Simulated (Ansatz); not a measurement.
**C5H9CuN2O: up Jacob's ladder to CCSD(T)**

The task here is to estimate one member of a computed series from the others.

Program: Ansatz 0.2.0, Gaussian basis. Level of theory: functionals in def2-TZVPP, the program's frozen cores in correlated methods. These are calculated values, not measurements.

Levels to be run: LDA (SPW92), PBE-D4, revPBE-D4, BLYP-D4, r2SCAN-D4, B97M-V, PBE0-D4, B3LYP-D4, r2SCANh-D4, r2SCAN0-D4, HSE06-D4, BHLYP-D4, CAM-B3LYP-D4, LC-ωPBE, ωB97X-V, ωB97M-V, B2PLYP, PBE-QIDH; CCSD(T)/def2-SVP; CCSD(T)/def2-TZVPP; MP2/def2-QZVPP; extrapolation to the limit; RPA on PBE.

### Structure used throughout

The geometry comes from an earlier relaxation with PBE0-D4 in a triple-zeta def2 set; it is a stationary point, not always the lowest conformer.

SMILES `Cn1ccn(C)[c+]1[Cu-][OH]`, 18 atoms, charge 0, spin multiplicity 1.

Atoms are counted from 1 here; the program's logs count them from 0.

Bond lengths: C1–N2 1.444 Å, C1–H10 1.091 Å, C1–H11 1.091 Å, C1–H12 1.089 Å, N2–C3 1.373 Å, N2–C7 1.353 Å, C3–C4 1.350 Å, C3–H13 1.077 Å, C4–N5 1.374 Å, C4–H14 1.077 Å, N5–C6 1.444 Å, N5–C7 1.353 Å, C6–H15 1.089 Å, C6–H16 1.091 Å, C6–H17 1.091 Å, C7–Cu8 1.873 Å, Cu8–O9 1.793 Å, O9–H18 0.958 Å. Angles: N2–C1–H10 110.4°, N2–C1–H11 110.5°, N2–C1–H12 107.9°, H10–C1–H11 109.4°, H10–C1–H12 109.4°, H11–C1–H12 109.3°, C1–N2–C3 124.6°, C1–N2–C7 123.9°, C3–N2–C7 111.5°, N2–C3–C4 106.5°, N2–C3–H13 122.8°, C4–C3–H13 130.7°, C3–C4–N5 106.5°, C3–C4–H14 130.7°, N5–C4–H14 122.8°, C4–N5–C6 124.6°, C4–N5–C7 111.5°, C6–N5–C7 123.9° and more.

Geometry (Å):

```
C     1.8646   -1.2260   -0.9959
N     0.8121   -0.2455   -0.8685
C     0.5288    0.7204   -1.8029
C    -0.5156    1.4270   -1.3196
N    -0.8359    0.8688   -0.1061
C    -1.9045    1.3266    0.7503
C    -0.0233   -0.1704    0.1927
Cu   -0.0433   -1.2531    1.7215
O    -0.1198   -2.3703    3.1212
H     2.8344   -0.7337   -1.0865
H     1.6949   -1.8564   -1.8704
H     1.8562   -1.8448   -0.0998
H     1.0830    0.8240   -2.7203
H    -1.0479    2.2665   -1.7335
H    -1.9295    0.6820    1.6277
H    -2.8619    1.2650    0.2302
H    -1.7278    2.3570    1.0637
H     0.3354   -2.0373    3.8962
```

The first run:

The input, in.yaml:

```yaml
crystal:
  periodic: [false, false, false]
  atoms:
    - {symbol: C, position_ang: [1.864628, -1.225974, -0.995903]}
    - {symbol: N, position_ang: [0.812136, -0.245546, -0.868450]}
    - {symbol: C, position_ang: [0.528843, 0.720410, -1.802881]}
    - {symbol: C, position_ang: [-0.515567, 1.426957, -1.319581]}
    - {symbol: N, position_ang: [-0.835896, 0.868784, -0.106105]}
    - {symbol: C, position_ang: [-1.904523, 1.326620, 0.750338]}
    - {symbol: C, position_ang: [-0.023344, -0.170442, 0.192681]}
    - {symbol: Cu, position_ang: [-0.043325, -1.253074, 1.721490]}
    - {symbol: O, position_ang: [-0.119753, -2.370294, 3.121160]}
    - {symbol: H, position_ang: [2.834363, -0.733651, -1.086490]}
    - {symbol: H, position_ang: [1.694911, -1.856352, -1.870428]}
    - {symbol: H, position_ang: [1.856236, -1.844766, -0.099786]}
    - {symbol: H, position_ang: [1.083001, 0.824031, -2.720341]}
    - {symbol: H, position_ang: [-1.047891, 2.266513, -1.733493]}
    - {symbol: H, position_ang: [-1.929500, 0.682010, 1.627737]}
    - {symbol: H, position_ang: [-2.861903, 1.264989, 0.230234]}
    - {symbol: H, position_ang: [-1.727795, 2.357047, 1.063676]}
    - {symbol: H, position_ang: [0.335380, -2.037253, 3.896164]}
basis:
  gaussian: {orbitals: def2-TZVPP}
hamiltonian: {xc: lda}
output: {orbitals: {seedname: orbitals}}
```

Command:

```bash
> ansatz run in.yaml --threads 4 --pin off --events-out ev --progress --plain --max-ram 66560MiB --backend cuda --devices 0, --max-vram 37GiB
```

Among the steps run: LDA; PBE-D4 (GGA); revPBE-D4 (GGA); BLYP-D4 (GGA); r2SCAN-D4 (meta-GGA); B97M-V (meta-GGA); B3LYP-D4 (hybrid); r2SCANh-D4 (hybrid); r2SCAN0-D4 (hybrid); HSE06-D4 (hybrid); BHLYP-D4 (hybrid); CAM-B3LYP-D4 (range-separated); LC-ωPBE (range-separated); ωB97X-V (range-separated); ωB97M-V (range-separated); B2PLYP (double hybrid); PBE-QIDH (double hybrid).

One of the session's tables, all rows but one given; the rest of the session is left out.

It belongs to the step «Orbital energies across the functionals». 

```
  functional  HOMO (eV)  gap (eV)
 LDA (SPW92)      -4.25      2.92
      PBE-D4      -3.99      2.90
   revPBE-D4      -3.90      2.90
     BLYP-D4      -3.89      2.91
   r2SCAN-D4          ?         ?
      B97M-V      -4.25      3.32
     PBE0-D4      -5.47      5.29
    B3LYP-D4      -5.24      4.82
  r2SCANh-D4      -4.77      4.18
  r2SCAN0-D4      -5.66      5.57
    HSE06-D4      -5.06      4.51
    BHLYP-D4      -6.87      7.69
CAM-B3LYP-D4      -6.94      7.84
     LC-ωPBE      -8.23     10.26
     ωB97X-V      -7.94      9.88
     ωB97M-V      -7.95      9.75
```

Q: Estimate the row for r2SCAN-D4 from the others.

Worked estimate for «HOMO (eV)». Against the share of exact exchange, r2SCANh-D4 (0.1, -4.77), r2SCAN0-D4 (0.25, -5.66) give a slope of -5.93 per unit share; at 0 the line stands at -4.18.

The run gave: HOMO (eV): -4.18; gap (eV): 3.25. In «HOMO (eV)» the line misses by 0.00.
